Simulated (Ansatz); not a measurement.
**SeCl₂: one species, many methods**

The task here is to estimate one member of a computed series from the others.

Program: Ansatz 0.2.0, Gaussian basis. Level of theory: functionals in def2-TZVPP, the program's frozen cores in correlated methods. These are calculated values, not measurements.

Plan: LDA (SPW92), PBE-D4, revPBE-D4, BLYP-D4, r2SCAN-D4, B97M-V, PBE0-D4, B3LYP-D4, r2SCANh-D4, r2SCAN0-D4, HSE06-D4, BHLYP-D4, CAM-B3LYP-D4, LC-ωPBE, ωB97X-V, ωB97M-V, B2PLYP, PBE-QIDH; CCSD(T)/def2-SVP; CCSD(T)/def2-TZVPP; CCSD(T)/def2-QZVPP; extrapolation to the limit; RPA on PBE.

## The geometry

An earlier PBE0-D4 in a triple-zeta def2 set relaxation fixed the geometry.

SMILES `Cl[Se]Cl`, 3 atoms, charge 0, spin multiplicity 1.

Atoms are counted from 1 here; the program's logs count them from 0.

Bond lengths: Cl1–Se2 2.147 Å, Se2–Cl3 2.147 Å. Angles: Cl1–Se2–Cl3 101.5°.

Set-up of the first run:

Contents of in.yaml:

```yaml
crystal:
  periodic: [false, false, false]
  atoms:
    - {symbol: Cl, position_ang: [0.927120, 1.298474, 0.651318]}
    - {symbol: Se, position_ang: [-0.734377, 0.388863, -0.359147]}
    - {symbol: Cl, position_ang: [-0.192733, -1.687337, -0.292171]}
basis:
  gaussian: {orbitals: def2-TZVPP}
hamiltonian: {xc: lda}
output: {orbitals: {seedname: orbitals}}
```

Command:

```sh
ansatz run in.yaml --threads 2 --pin off --events-out ev --progress --plain --max-ram 32768MiB --backend cpu
```

Among the steps run: LDA; PBE-D4 (GGA); revPBE-D4 (GGA); BLYP-D4 (GGA); r2SCAN-D4 (meta-GGA); B97M-V (meta-GGA); PBE0-D4 (hybrid); B3LYP-D4 (hybrid); r2SCANh-D4 (hybrid); r2SCAN0-D4 (hybrid); HSE06-D4 (hybrid); BHLYP-D4 (hybrid); CAM-B3LYP-D4 (range-separated); LC-ωPBE (range-separated); ωB97X-V (range-separated); ωB97M-V (range-separated); B2PLYP (double hybrid); PBE-QIDH (double hybrid).

One table of the session follows, with a row left open; its other results are not shown here.

It belongs to the step «Frontier levels by functional». 

```
  functional  HOMO (eV)  LUMO (eV)  gap (eV)
 LDA (SPW92)      -5.86      -3.70      2.16
      PBE-D4      -5.72      -3.45      2.26
   revPBE-D4      -5.67      -3.37      2.30
     BLYP-D4      -5.55      -3.34      2.22
   r2SCAN-D4      -6.00      -3.37      2.63
      B97M-V      -6.12      -3.22      2.90
     PBE0-D4      -6.98      -2.55      4.43
    B3LYP-D4      -6.73      -2.79      3.94
  r2SCANh-D4      -6.46      -3.02      3.44
  r2SCAN0-D4      -7.15      -2.51      4.65
    HSE06-D4      -6.58      -2.93      3.65
    BHLYP-D4          ?          ?         ?
CAM-B3LYP-D4      -8.30      -1.45      6.85
     LC-ωPBE      -9.69      -0.26      9.43
     ωB97X-V      -9.32      -0.35      8.97
     ωB97M-V      -9.15      -0.42      8.73
```

Estimate the missing values for BHLYP-D4.

Worked estimate for «HOMO (eV)». Against the share of exact exchange, BLYP-D4 (0, -5.55), B3LYP-D4 (0.2, -6.73) give a slope of -5.90 per unit share; at 0.5 the line stands at -8.50.

The run gave: HOMO (eV): -8.08; LUMO (eV): -1.53; gap (eV): 6.55. In «HOMO (eV)» the line misses by -0.42.
